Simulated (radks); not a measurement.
# Tc in [Kr] 4d5 5s2: an all-electron calculation

The task here is to estimate one member of a computed series from the others.

The numbers are computed with radks (a radial shooting solver on a logarithmic mesh, Libxc functionals) version 1 (Dirac Kohn-Sham, LDA (Slater exchange, Perdew-Wang correlation), spin-unpolarised, spherical densities, point nucleus; open shells are shared between the two j in proportion to 2j + 1), except any that are marked as measured or tabulated.

## The atom as given

- element: technetium (Z = 43)
- charge: 0
- electrons: 43
- configuration: [Kr] 4d5 5s2

Outer shells as boxes (Hund's rule):

Tc
```
[Kr] core
4d [↑ ][↑ ][↑ ][↑ ][↑ ]
5s [↑↓]
```

Set-up of the first run:

Input:

```text
Z 43
configuration [Kr] 4d5 5s2
relativity Dirac
functional lda,pw
spin unpolarised
j_filling average
nucleus point
c 137.035999084
```

The run is started by

```sh
$ python run_ks.py task.json out
```

All runs below come from this command, one after another.

Steps of the session up to this table: Self-consistent calculation.

One of the session's tables, all rows but one given; the rest of the session is left out.

It belongs to the step «Shells». Radial moments (bohr):

| level | <r> | outermost maximum (interpolated) | 90 % within | nodes |
| --- | --- | --- | --- | --- |
| 1s1/2 | 0.03432 | 0.0223 | 0.0615 | 0 |
| 2s1/2 | 0.1494 | 0.126 | 0.231 | 1 |
| 2p1/2 | 0.1272 | 0.0982 | 0.208 | 0 |
| 2p3/2 | 0.1318 | 0.102 | 0.214 | 0 |
| 3s1/2 | ? | ? | ? | ? |
| 3p1/2 | 0.4096 | 0.360 | 0.619 | 1 |
| 3p3/2 | 0.4203 | 0.369 | 0.635 | 1 |
| 3d3/2 | 0.3973 | 0.309 | 0.634 | 0 |
| 3d5/2 | 0.4008 | 0.312 | 0.639 | 0 |
| 4s1/2 | 1.056 | 0.948 | 1.54 | 3 |
| 4p1/2 | 1.151 | 1.00 | 1.71 | 2 |
| 4p3/2 | 1.182 | 1.03 | 1.75 | 2 |
| 4d3/2 | 1.713 | 1.27 | 2.78 | 1 |
| 4d5/2 | 1.737 | 1.28 | 2.82 | 1 |
| 5s1/2 | 3.271 | 2.72 | 4.90 | 4 |

**Question.** Estimate the row for 3s1/2.

**Answer.** <r>: 0.4160; outermost maximum (interpolated): 0.373; 90 % within: 0.615; nodes: 2. In the column «<r>» it lies between 3p1/2 (0.4096) and 3p3/2 (0.4203).

Caveats from the session: Spin polarisation and multiplet splitting are left out.
